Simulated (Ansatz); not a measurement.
# SnTe: the cost of one run

Computed with Ansatz 0.2.0 (DFT LDA, all-electron LAPW, scalar-relativistic unless said, unless a step's input says otherwise).

The COD entry's cell or inner coordinates are ideal or old and differ from later refinements, so a difference from it is no clean test against experiment.

## 1. The system as given

Symmetry: Fm-3m, No. 225, cubic system. Conventional cell: a = 6.236 Å, b = 6.236 Å, c = 6.236 Å, α = 90.00°, β = 90.00°, γ = 90.00°. Sn (site symmetry m-3m) has 6 Te at 3.12 Å as nearest neighbours. Te (site symmetry m-3m) has 6 Sn at 3.12 Å as nearest neighbours.

Coordinates:

```
CELL_PARAMETERS angstrom
3.11814 3.11814 0.00000
-3.11814 3.11814 0.00000
0.00000 3.11814 3.11814
ATOMIC_POSITIONS crystal
Sn 0.00000 0.00000 0.00000
Te 0.50000 0.50000 0.00000
```

Cartesian axes are those of the input's lattice vectors. The structure goes back to a database entry.

## 2. Reference run, fine mesh, LAPW

Input file input.yaml:

```yaml
crystal:
  lattice:
    - [3.11814407465, 3.11814407465, 0.0]
    - [-3.11814407465, 3.11814407465, 0.0]
    - [0.0, 3.11814407465, 3.11814407465]
  atoms:
    - { symbol: Sn, position: [0.0, 0.0, 0.0] }
    - { symbol: Te, position: [0.5, 0.5, 0.0] }
kpoints:
  mp_grid: { grid: [10, 10, 10] }
scf:
  occupations: { method: fixed }
hamiltonian:
  xc: lda
  pseudopotentials: { kind: all_electron, lapw: { basis_error: 0.001 } }
output:
  forces: true
  stress: true
  eigenvalues: true
  eigenstates:
    nscf_kmesh: { grid: [10, 10, 10] }
    de_dk: true
    e_range: [-9, 10.19663189298]
checkpoint:
  write: ck
  write_wavefunctions: false
```

Run with:

```console
> ansatz run input.yaml --threads 1 --pin off --max-ram 3072MiB --backend cpu --events-out ev --progress --plain --runs-dir out
```

Q: Estimate wall time and peak memory on 1 thread of Intel Xeon Platinum 8488C (Sapphire Rapids), shared host.

About 12 s, with a peak of 0.38 GiB.
